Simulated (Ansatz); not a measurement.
# Ti (Titanium): how the settings move a single-point run

How sensitive is a single-point run of Ti (Titanium) to its settings? A reference run comes first, then one run with altered input.

Program: Ansatz 0.2.0. Level of theory: reference: DFT, PBEsol, all-electron LAPW, scalar-relativistic; levels and slopes on a fine mesh, independent-particle optical spectra. These are calculated values, not measurements.

**1. The structure to begin with**

Symmetry: P6_3/mmc, No. 194, hexagonal system. The conventional cell has a = 2.901 Å, b = 2.901 Å, c = 4.594 Å, α = 90.00°, β = 90.00°, γ = 120.00°. Ti (site symmetry -6m2) has 12 Ti at 2.84 to 2.90 Å as nearest neighbours.

As a file:

```
CELL_PARAMETERS angstrom
2.90123 0.00000 0.00000
-1.45061 2.51253 0.00000
0.00000 0.00000 4.59412
ATOMIC_POSITIONS crystal
Ti 0.33333 0.66667 0.25000
Ti 0.66667 0.33333 0.75000
```

**2. The reference run**

Input file input.yaml:

```yaml
crystal:
  lattice:
    - [2.90122547365, 0.0, 0.0]
    - [-1.45061273682, 2.51253496228, 0.0]
    - [0.0, 0.0, 4.59412296903]
  atoms:
    - { symbol: Ti, position: [0.333333333333, 0.666666666667, 0.25] }
    - { symbol: Ti, position: [0.666666666667, 0.333333333333, 0.75] }
kpoints:
  mp_grid: { grid: [14, 14, 8] }
scf:
  occupations: { method: fermi_dirac, width: 0.1 }
hamiltonian:
  xc: pbesol
  pseudopotentials: { kind: all_electron, lapw: { basis_error: 0.001 } }
output:
  forces: true
  stress: true
  eigenvalues: true
  eigenstates:
    nscf_kmesh: { grid: [20, 20, 12] }
    de_dk: true
    e_range: [-14, 14]
  optics:
    e_range: [0, 30]
    de: 0.2
    sigma: 0.15
    bands: { spectra_wanted_up_to: 30 }
    nscf_kmesh: { grid: [20, 20, 12] }
    drude_damping: 0.05
checkpoint:
  write: ck
  write_wavefunctions: false
```

Run with:

```console
> ansatz run input.yaml --threads 1 --pin off --max-ram 3072MiB --backend cpu --events-out ev --progress --plain --runs-dir out
```

**3. Changed: preconditioner none, dr2_threshold 1.0e-05**

Changes to input.yaml since step 2:

```diff
@@ -12,2 +12,4 @@
   occupations: { method: fermi_dirac, width: 0.1 }
+  mixing: { preconditioner: none }
+  convergence: { dr2_threshold: 1.0e-05 }
 hamiltonian:
```

Before running it: what results should come out? Wanted: for each run, ending; energy change; pressure; gap; force.

**Answer**, as computed:

| run | ending | energy change | pressure (GPa) | gap (eV) | force (eV/Å) | cycles | time |
| --- | --- | --- | --- | --- | --- | --- | --- |
| reference | converged | 0 | 0.0 | 0.00 | 0.00 | - | 2.4 min |
| 1: preconditioner none, dr2_threshold 1.0e-05 | converged | 0.0 meV/atom | 0.0 | 0.00 | 0.00 | 5 | 2.4 min |

Residual by cycle in the longest SCF loop of each run; runs are numbered as in the table. The quantity is the density residual dr2, in eV.

| cycle | reference | run 1 |
| --- | --- | --- |
| 1 | 0.171 | 0.171 |
| 2 | 0.0296 | 0.00897 |
| 3 | 0.00985 | 0.00452 |
| 4 | 1.1e-4 | 4.3e-5 |
| 5 | 1.1e-6 | 9.4e-7 |
| 6 | 1.3e-9 | - |
| 7 | 3.9e-11 | - |
| 8 | 4.3e-13 | - |

What this shows: With the changed mixing and convergence setting the energy agrees within 0.5 meV/atom.
